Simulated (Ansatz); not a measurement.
# GaAsH2+ (doublet): from Hartree-Fock to the top rungs, cc-pVTZ

One table from this session's results is given with a row withheld; the runs are named, their logs left out.

The runs use Ansatz 0.2.0, Gaussian basis; cc-pVTZ, core rule «outside noble gas», up to 28 orbitals frozen.

Plan: UHF; CCSD(T) on ROHF; CCSD(T) on UHF; BCCD(T) on ROHF; CCSDT(Q) on ROHF; CCSDT(Q) on UHF.

14 further runs of the same task are left out: 8 for a known fault of the program, 6 set aside as unsound or not needed.

## The system

The geometry is a PBE0/def2-TZVP stationary point (not a proven minimum) of the parent state, kept for this charge and spin. No spin-orbit coupling is included. The filled d shell of Ga, As may be among the frozen orbitals whatever the setting's name suggests; the logs give the count.

4 atoms, charge 1, spin multiplicity 2.

Atoms are counted from 1 here; the program's logs count them from 0.

Bond lengths: Ga1–As2 2.421 Å, Ga1–H3 1.572 Å, Ga1–H4 1.572 Å. Angles: As2–Ga1–H3 119.9°, As2–Ga1–H4 119.9°, H3–Ga1–H4 120.3°.

The first run:

The input, in.yaml:

```yaml
crystal:
  periodic: [false, false, false]
  atoms:
    - {symbol: Ga, position_ang: [0.000000, 0.000000, 1.226035]}
    - {symbol: As, position_ang: [0.000000, 0.000000, -1.195022]}
    - {symbol: H, position_ang: [0.000000, 1.363635, 2.009104]}
    - {symbol: H, position_ang: [0.000000, -1.363635, 2.009104]}
basis:
  gaussian: {orbitals: cc-pVTZ}
total_charge: 1
magnetization: {spin_polarized: true, initial_magnetization: 1}
hamiltonian: {xc: hf}
output: {orbitals: {seedname: orbitals}}
```

Launch:

```
$ ansatz run in.yaml --threads 1 --pin off --events-out ev --progress --plain --max-ram 4096MiB --backend cpu
```

Among the steps run: UHF; CCSD(T) on ROHF; CCSD(T) on UHF; BCCD(T) on ROHF; CCSDT(Q) on ROHF; CCSDT(Q) on UHF.

One table of the session follows, with a row left open; its other results are not shown here.

It belongs to the step «Misses and costs». 

```
   method  from RCCSDT(Q) (meV)
     ROHF               +5359.9
      UHF               +5026.3
     RMP2               +1205.5
     UMP2               +1307.7
    RCCSD                     ?
    UCCSD                +238.1
 RCCSD(T)                 +50.8
 UCCSD(T)                 +71.4
  BCCD(T)                 +50.5
   RCCSDT                  +8.5
   UCCSDT                 +11.0
RCCSDT(Q)                     0
UCCSDT(Q)                  -1.1
```

Estimate the missing values for RCCSD.

The run gave: from RCCSDT(Q) (meV): +217.6. In the column «from RCCSDT(Q) (meV)» it lies between UCCSD(T) (+71.4) and UCCSD (+238.1).

The program flags UCCSD(T) as in doubt (see the logs), so those rows may rest on another solution; read them beside their warnings.

Limits of these values: The determinant is far from a pure spin state, so its energy mixes those of several spin states (harmless only where they are near-degenerate, as at dissociation). The program flags UCCSD(T) as in doubt, so those rows may rest on another solution; read them beside their warnings. Restricted and unrestricted rows rest on different reference determinants; where their highest levels disagree by more than a few hundredths of an eV, they describe different states and don't form one ladder.
